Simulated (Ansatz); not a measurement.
Hf2Pd2Se2Br2O3:

```
Hf Pd Se Br O
1.0
     5.76069    0.00496   -0.00286
    -0.52750    5.84664    0.03413
    -1.48435   -0.92642    6.64586
Hf Pd Se Br O
2 2 2 2 3
Direct
  0.74540 0.39602 0.34989
  0.28763 0.45322 0.59401
  0.90854 0.13294 0.84849
  0.25249 0.90323 0.35874
  0.63469 0.40355 0.93716
  0.62597 0.78174 0.53023
  0.85273 0.99089 0.15355
  0.22526 0.82084 0.86223
  0.96040 0.28925 0.59026
  0.43233 0.24524 0.40864
  0.07457 0.58308 0.36682
```

The cell was built by a generator and needn't be a form met in nature.

- Program: Ansatz 0.2.0
- Task: relaxation of cell and atoms
- Functional: r2SCAN
- Dispersion: rVV10
- Potentials or basis: Ansatz PAW
- Cutoff: 500 eV (not typed: the program's choice for these potentials)
- k mesh: 4 × 4 × 3
- Occupations: fermi-dirac, width 0.05 eV
- Spin: no spin polarisation

At the start: volume 20.36 Å³/atom.

Q: Where does the relaxation end?

A: It ends after 7 steps and the volume is 19.57 Å³/atom (-3.9 %); space group P1 (No. 1, to 0.05 Å).

Step by step:
```tsv
step	energy change (eV)	largest force (eV/Å)	volume (Å³)
1	0.0000	0.2360	224.01
2	-0.0095	0.4260	209.33
3	-0.0936	0.0744	215.90
4	-0.0953	0.0581	215.43
5	-0.0960	0.0174	215.23
6	-0.0960	0.0032	215.22
7	-0.0925	0.0031	215.22
```

Final structure:
```
CELL_PARAMETERS angstrom
5.68097 -0.01397 -0.00622
-0.53940 5.79301 0.01012
-1.46468 -0.93981 6.54122
ATOMIC_POSITIONS crystal
Hf 0.74421 0.39413 0.34741
Hf 0.28933 0.45382 0.59662
Pd 0.91103 0.13561 0.85081
Pd 0.25102 0.90201 0.35868
Se 0.63540 0.40574 0.93622
Se 0.62783 0.78279 0.52754
Br 0.84851 0.98756 0.15339
Br 0.22693 0.82502 0.86494
O 0.96001 0.28951 0.59178
O 0.42976 0.24294 0.40747
O 0.07599 0.58088 0.36515
```

Caveat: the plane-wave basis is chosen anew once the cell has moved, so the energies of steps on either side of that aren't comparable; the PAW data sets come from PBE, with cores solved anew for the run's functional, which leaves a small shift of forces and pressure.
